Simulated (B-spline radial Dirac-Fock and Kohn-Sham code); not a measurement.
**Tb²⁹⁺: core levels and X-ray properties**

Wanted for the Tb²⁹⁺ ion: its X-ray form factor and Compton profile and the binding energy of each subshell.

Program: B-spline radial Dirac-Fock and Kohn-Sham code, version 2. Model: a free atom or ion on a radial basis; each step names its model. All values are calculated, but those marked as tabulated.

### 1 The system

Terbium as Tb²⁹⁺, [Ar] 3d10 4s2 4p6.

* nuclear charge: 65
* electrons: 36
* mass number: 159
* nuclear rms radius: 5.06 fm

Outer shells as boxes (Hund's rule, for the drawing alone; heavy ions are jj-coupled, and the calculation averages over the configuration):

```
[Ar] core
3d [↑↓][↑↓][↑↓][↑↓][↑↓]
4s [↑↓]
4p [↑↓][↑↓][↑↓]
```

### 2 Scattering by the electron cloud

Model: Dirac-Fock average of configuration, finite nucleus; form factor of the spherical density, Waller-Hartree incoherent function, impulse-approximation Compton profiles.

Recorded inputs:

```ini
task = scatter
Z = 65
charge = 29
configuration = 1s2 2s2 2p6 3s2 3p6 3d10 4s2 4p6
mass_number = 159
rms_radius = 5.06  # fm
s = [0.0, 0.05, 0.1, 0.15, 0.2, 0.25, 0.3, 0.35, 0.4, 0.45, 0.5, 0.6, 0.7, 0.8, 0.9, 1.0, 1.1, 1.2, 1.4, 1.6, 1.8, 2.0, 2.5, 3.0, 3.5, 4.0, 5.0, 6.0]  # 1/A
pz = [0, 0.1, 0.14, 0.2, 0.29, 0.41, 0.58, 0.82, 1.2, 1.6, 2.3, 3.3, 4.7, 6.7, 9.5, 13.0, 19.0, 27.0, 38.0, 55.0, 77.0]  # a.u.
photon_energy = [1000, 5000, 10000, 17479.3, 20000, 50000, 200000, 1000000]  # eV
```

### 3 Hole states by ΔSCF

Model: Dirac-Fock average of configuration, Delta-SCF, finite nucleus, first-order Breit with its frequency dependence, self-energy and vacuum polarisation.

The run's settings:

```ini
task = binding
```

Before running it: what results should come out? Wanted: rms radius of the electron cloud; form factor halves at; Compton profile at zero; deepest level listed, K; least bound, N3; Kα1.

As calculated:

| quantity | value |
| --- | --- |
| rms radius of the electron cloud | 0.307 bohr |
| form factor halves at | 1.3 1/Å |
| Compton profile at zero | 2.159 1/a.u. |
| deepest level listed, K (1s) | 53064.8 eV |
| least bound, N3 (4p3/2) | 1164.9 eV |
| Kα1 | 44479.9 eV |
| ionisation energy, NIST (theoretical) | 1165.00 eV |

In words: f falls from 36 to half of that at s = 1.3 1/Å. Incoherent scattering outweighs coherent from 200 keV on, among the energies asked. The K (1s) level lies 55.9 eV under Koopmans' value by relaxation alone; Breit gives -150.50 and QED -77.44 eV. NIST's ionisation energy differs by +0.07 eV from the least binding energy, within its stated uncertainty. The Hartree-Fock and Dirac-Fock values hold no electron correlation.
